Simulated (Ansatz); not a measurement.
# SiGeCl (doublet): the correlation ladder at a displaced geometry (v2), cc-pVDZ

One table from this session's results is given with a row withheld; the runs are named, their logs left out.

Program: Ansatz 0.2.0, Gaussian basis. Level of theory: cc-pVDZ, core rule «outside noble gas», up to 24 orbitals frozen. These are calculated values, not measurements.

To be run: UHF; CCSD(T) on ROHF; CCSD(T) on UHF; BCCD(T) on ROHF; CISD; CCSDT(Q) on ROHF; CCSDT(Q) on UHF.

17 further runs of the same task are left out: 4 that didn't finish, 13 set aside as unsound or not needed.

## The system

The geometry is a PBE0/def2-TZVP stationary point (not a proven minimum) with its atoms shifted at random (size 0.100 Å). No spin-orbit coupling is included. The filled d shell of Ge may be among the frozen orbitals whatever the setting's name suggests; the logs give the count.

3 atoms, charge 0, spin multiplicity 2.

Atoms are counted from 1 here; the program's logs count them from 0.

Bond lengths: Cl1–Ge2 2.414 Å, Cl1–Si3 2.290 Å, Ge2–Si3 2.380 Å. Angles: Ge2–Cl1–Si3 60.7°, Cl1–Ge2–Si3 57.1°, Cl1–Si3–Ge2 62.2°.

The first run:

Contents of in.yaml:

```yaml
crystal:
  periodic: [false, false, false]
  atoms:
    - {symbol: Cl, position_ang: [0.106148, 0.885799, 1.296535]}
    - {symbol: Ge, position_ang: [-0.058726, 0.096226, -0.979185]}
    - {symbol: Si, position_ang: [0.017894, -1.367043, 0.895904]}
basis:
  gaussian: {orbitals: cc-pVDZ}
magnetization: {spin_polarized: true, initial_magnetization: 1}
hamiltonian: {xc: hf}
output: {orbitals: {seedname: orbitals}}
```

Run with:

```bash
$ ansatz run in.yaml --threads 1 --pin off --events-out ev --progress --plain --max-ram 2393MiB
```

Among the steps run: UHF; CCSD(T) on ROHF; CCSD(T) on UHF; BCCD(T) on ROHF; CISD; CCSDT(Q) on ROHF; CCSDT(Q) on UHF.

One table of the session follows, with a row left open; its other results are not shown here.

```
   method  from UCCSDT(Q) (kcal/mol)
     ROHF                    +206.84
      UHF                    +205.46
     RMP2                     +31.68
     UMP2                     +31.94
     CISD                     +33.00
    RCCSD                      +9.45
    UCCSD                          ?
 RCCSD(T)                      +1.67
 UCCSD(T)                      +1.67
  BCCD(T)                      +1.62
   RCCSDT                      +0.74
   UCCSDT                      +0.72
RCCSDT(Q)                      +0.09
UCCSDT(Q)                          0
```

Q: Estimate the row for UCCSD from the others.

As computed: from UCCSDT(Q) (kcal/mol): +9.38. In the column «from UCCSDT(Q) (kcal/mol)» it lies between UCCSD(T) (+1.67) and RCCSD (+9.45).

Caveats from the session: Restricted and unrestricted rows rest on different reference determinants; where their highest levels disagree by more than a few hundredths of an eV, they describe different states and don't form one ladder.
